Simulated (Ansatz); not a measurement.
This script makes an equation of state with a fit of CaBr, space group P-6m2 with Ansatz 0.2.0 through its Python package.

`cabr_eos.py`
```python
"""Bulk modulus of CaBr from an E(V) curve."""

import ansatz as az
import numpy as np
from scipy.optimize import curve_fit

vectors0 = np.array([
    [3.91702238, 0.0, 0.0],
    [-1.95851119, 3.39224089, 0.0],
    [0.0, 0.0, 4.341034],
])
sites = [
    ("Ca", (0.0, 0.0, 0.0)),
    ("Br", (1 / 3, 2 / 3, 0.5)),
]


def build(cell):
    crystal = az.Crystal(lattice=az.Lattice.of(cell))
    for symbol, position in sites:
        crystal = crystal.atom(symbol, position)
    return crystal

def vinet(v, e0, v0, b0, b1):
    eta = (v / v0) ** (1 / 3)
    return e0 + 2 * b0 * v0 / (b1 - 1) ** 2 * (2 - (5 + 3 * b1 * (eta - 1) - 3 * eta) * np.exp(-1.5 * (b1 - 1) * (eta - 1)))


def main() -> None:
    # scale the volume, keep shape and fractions
    volumes, energies, pressures = [], [], []
    for scale in np.linspace(0.88, 1.12, 7):
        cell = vectors0 * scale ** (1 / 3)
        base = (
            build(cell).calculation()
            .pseudopotentials("paw")
            .occupations("Fermi-Dirac", width=0.05)
            .functional("pbe")
            .basis(500)
            .kpoints(9, 9, 7)
            .stress()
        )
        report = base.run().report
        volumes.append(abs(np.linalg.det(cell)) / len(sites))
        energies.append(report["free_energy_ev"] / len(sites))
        pressures.append(np.trace(report["stress_gpa"]) / 3)
        print(f"V = {volumes[-1]:8.4f} A^3/atom  F = {energies[-1]:.5f} eV/atom  P = {pressures[-1]:8.3f} GPa")

    guess = (min(energies), volumes[int(np.argmin(energies))], 0.5, 4.5)
    (e0, v0, b0, b1), _ = curve_fit(vinet, np.array(volumes), np.array(energies), p0=guess, maxfev=20000)
    print(f"Vinet fit: V0 = {v0:.4f} A^3/atom, B0 = {160.21766 * b0:.1f} GPa, B1 = {b1:.2f}")
    print("largest residual", round(1000 * float(np.abs(vinet(np.array(volumes), e0, v0, b0, b1) - energies).max()), 3), "meV/atom")


if __name__ == "__main__":
    main()
```

Its results, one of them left out:

| V (Å³/atom) | F less the lowest row shown (meV/atom) |
| --- | --- |
| 25.380 | 42.58 |
| 26.533 | 19.23 |
| 27.687 | 5.83 |
| 28.841 | 0.00 |
| 29.994 | ? |
| 31.148 | 5.92 |
| 32.302 | 16.00 |

What is the missing energy at 29.994 Å³ an atom?

A third-order Birch-Murnaghan fit, E = E0 + (9 V0 B0 / 16) [(t - 1)³ B' + (t - 1)² (6 - 4t)] with t = (V0/V)^(2/3), through the 6 rows shown gives V0 = 29.311 Å³, B0 = 20.5 GPa, B' = 4.14 and E0 = -0.58 meV. At V = 29.994 Å³, t = 0.98476, and the fit interpolates to 0.40 meV. The run gave 0.34 meV, a miss of 0.06 meV.

What to keep in mind:
- The cell holds an odd number of electrons and is run without spin, so a magnetic state may lie lower.
- Shape and fractional positions are held along the curve, so the bulk modulus is an upper value where they are free to relax, by a factor of two or more in layered or hydrogen-bonded cells.
- Pressure is positive in compression.
- The structure comes from a database of computed cells and needn't be a stable or known phase.
- It ran for 26 s on 1 thread of AMD EPYC 7R43 64-Core Processor (Zen 3) (shared host), peak memory 0.49 GiB.
